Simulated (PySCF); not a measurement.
# Co(OH)2: relaxation and vibrations of the quartet

The task is one start of a wider search on Co(OH)2: the quartet, from a linear start. It is relaxed, tested by its Hessian and followed downhill if it is a saddle.

Program: PySCF 2.14.0. Level of theory: PBE0, basis Co def2-SVP, O def2-SVP, H def2-SVP, no relativity, density fitting. These are calculated values, not measurements.

**1. The starting structure**

5 atoms, charge 0, spin multiplicity 4.

Bond lengths: Co1–O2 1.740 Å, Co1–O3 1.740 Å, O2–H4 0.960 Å, O3–H5 0.960 Å. Angles: O2–Co1–O3 180.0°, Co1–O2–H4 130.0°, Co1–O3–H5 130.0°.

```xyz
5
charge 0 multiplicity 4
Co    0.0000    0.0000    0.0000
O     0.0000    0.0000    1.7400
O     0.0000    0.0000   -1.7400
H    -0.7354    0.0000    2.3571
H     0.7354    0.0000   -2.3571
```

**2. Linear start, quartet: relaxation**

The steps below are one call of a driver around PySCF. For each, scf.py gives the equivalent set-up of the SCF; relaxations use the driver's own optimiser. Before each start the driver seeks the lowest SCF state from one or more starting densities and follows internal instabilities, so scf.py alone need not reach the same state.

The program finds C2h symmetry in the start, which this walk keeps.

The input, scf.py:

```python
from pyscf import gto, scf, dft
mol = gto.M(atom='''
Co     0.000000     0.000000     0.000000
O     -0.000000     0.000000     1.740000
O      0.000000     0.000000    -1.740000
H     -0.735400     0.000000     2.357100
H      0.735400     0.000000    -2.357100''',
    basis={'Co': 'def2-SVP', 'O': 'def2-SVP', 'H': 'def2-SVP'},
    charge=0, spin=3)
mf = dft.UKS(mol, xc='PBE0')
mf.grids.atom_grid = (50, 194)
aux = {'Co': 'def2-universal-JKFIT', 'O': 'def2-universal-JKFIT', 'H': 'def2-universal-JKFIT'}
mf = mf.density_fit(auxbasis=aux)
mf.kernel()
```

The optimiser's trace:

| step | energy (Eh) | change (kJ/mol) | largest symmetric gradient (Eh/bohr) |
| --- | --- | --- | --- |
| 0 | -1533.748294 | 0.00 | 0.00275 |
| 1 | -1533.748360 | -0.17 | 0.00140 |
| 2 | -1533.748450 | -0.41 | 0.00292 |
| 3 | -1533.748527 | -0.61 | 0.00262 |
| 4 | -1533.748571 | -0.73 | 0.00091 |
| 5 | -1533.748579 | -0.75 | 0.00016 |
| 6 | -1533.748579 | -0.75 | 0.00004 |

The walk ran for 6.6 s (4 threads, shared host).

End point (C2h, 6 steps, 0.7 kJ/mol gained): Co–O 1.735 Å (×2), O–H 0.958 Å (×2); Co–O–H 136.6° (×2), O–Co–O 180.0°.

**3. Hessian and properties**

The point is checked on the finer grid, and tightened if its gradient asks for it. The Hessian and the dipole derivatives come from central differences of analytic gradients, with steps of 0.01 bohr.

scf.py: that of step 2 with these lines changed.

```diff
@@ -3,5 +3,5 @@
-Co     0.000000     0.000000     0.000000
-O     -0.000000     0.000000     1.740000
-O      0.000000     0.000000    -1.740000
-H     -0.735400     0.000000     2.357100
-H      0.735400     0.000000    -2.357100''',
+Co     0.000000     0.000000    -0.000000
+O     -0.044639     0.000000     1.734548
+O      0.044639     0.000000    -1.734548
+H     -0.719941     0.000000     2.413447
+H      0.719941     0.000000    -2.413447''',
@@ -11 +11 @@
-mf.grids.atom_grid = (50, 194)
+mf.grids.atom_grid = (75, 302)
```

This SCF starts from the last density.

Log of the central SCF (cycles and frontier levels):

```text
init E= -1533.74865018935
[... the frontier-level lines of each cycle are left out ...]
cycle= 1 E= -1533.74865018952  delta_E= -1.66e-10  |g|= 1.83e-05  |ddm|= 3.35e-05
cycle= 2 E= -1533.74865018931  delta_E= 2.09e-10  |g|= 4.03e-05  |ddm|= 4.95e-05
cycle= 3 E= -1533.7486501899  delta_E= -5.89e-10  |g|= 7.51e-06  |ddm|= 2.57e-05
cycle= 4 E= -1533.74865018996  delta_E= -6.68e-11  |g|= 5.65e-06  |ddm|= 1.03e-05
Extra cycle  E= -1533.74865019013  delta_E= -1.64e-10  |g|= 5.98e-06  |ddm|= 2.48e-05
converged SCF energy = -1533.74865019013  <S^2> = 3.7604408  2S+1 = 4.005217
```

The whole step took 24 s.

Geometry: C2h; Co–O 1.735 Å (×2), O–H 0.958 Å (×2); Co–O–H 136.6° (×2), O–Co–O 180.0°.

Modes, for the most abundant isotopes:

| symmetry | ω (cm⁻¹) | IR (km/mol) | μ (u) |
| --- | --- | --- | --- |
| au | 107 | 10.0 | 2.27 |
| bu | 143 | 17.2 | 3.76 |
| au | 307 | 200 | 1.73 |
| ag | 392 | 0.0 | 1.30 |
| bu | 450 | 366 | 1.44 |
| ag | 673 | 0.0 | 4.32 |
| bu | 830 | 139 | 7.26 |
| bu | 3982 | 246 | 1.07 |
| ag | 3985 | 0.0 | 1.07 |

Every mode is real; the point is a minimum.

Properties at this point:

| Quantity | Value |
| --- | --- |
| Dipole moment | 0.00 D |
| Highest occupied level | -7.14 eV |
| Lowest empty level | -1.89 eV |
| Rotational constants | 21.75, 0.1556, 0.1545 cm⁻¹ |
| Zero-point energy | 65.0 kJ/mol |
| Principal polarisabilities | 16.3, 18.0, 44.3 bohr³ |
| Atomisation energy without zero-point energy | 1592 kJ/mol |
| Principal traceless quadrupole moments about the centre of mass | -8.70, -1.10, 9.80 D Å |
| Entropy at 298.15 K and 1 bar (electronic part: spin only) | 298.6 J/(mol K) |
| Heat capacity Cp at 298.15 K | 74.5 J/(mol K) |
| Enthalpy at 298.15 K above 0 K | 16.65 kJ/mol |
| Rotational symmetry number | 2 |
| Spin squared ⟨S²⟩ | 3.760 |

Charges (e) and bond orders:

```json
{"atom": "Co1", "Mulliken": "0.79", "Löwdin": "0.56", "polar tensor": "1.12", "spin (Mulliken)": "2.69", "Mayer order to Co1": "–"}
{"atom": "O2,3", "Mulliken": "-0.58", "Löwdin": "-0.34", "polar tensor": "-0.86", "spin (Mulliken)": "0.15", "Mayer order to Co1": "0.99"}
{"atom": "H4,5", "Mulliken": "0.19", "Löwdin": "0.07", "polar tensor": "0.30", "spin (Mulliken)": "0.00", "Mayer order to Co1": "0.02"}
```

Mulliken populations on Co1: s 6.67, p 12.39, d 7.15, f 0.00.

**4. Summary of results**

| quantity | value |
| --- | --- |
| minimum | quartet, C2h |
| geometry | Co–O 1.735 Å (×2), O–H 0.958 Å (×2); Co–O–H 136.6° (×2), O–Co–O 180.0° |
| wavenumbers (cm⁻¹) | 107 (au), 143 (bu), 307 (au), 392 (ag), 450 (bu), 673 (ag), 830 (bu), 3982 (bu), 3985 (ag) |
| dipole moment | 0.00 D |
| highest occupied, lowest empty level (either spin) | -7.14, -1.89 eV |
| polar-tensor charge of Co1 | +1.12 e |
| zero-point energy | 65.0 kJ/mol |
| entropy at 298.15 K | 298.6 J/(mol K) |
| atomisation energy (no zero-point energy) | 1592 kJ/mol |
| ⟨S²⟩ | 3.760 |

**Reading.** The molecule stays C2h, as typed, and the end point is a minimum. In the infrared the band at 450 cm⁻¹ (bu) leads. Co1 has a polar-tensor charge of +1.1 e (a dipole derivative, not a static charge), yet symmetry cancels the bond dipoles. Most of the spin sits on Co1 (Mulliken spin 2.69, against 3 for the whole molecule). Other starts or spin states, not run here, may lie lower. One determinant may miss the lowest occupation of an open d or f shell.

The search up to here took 46 s.
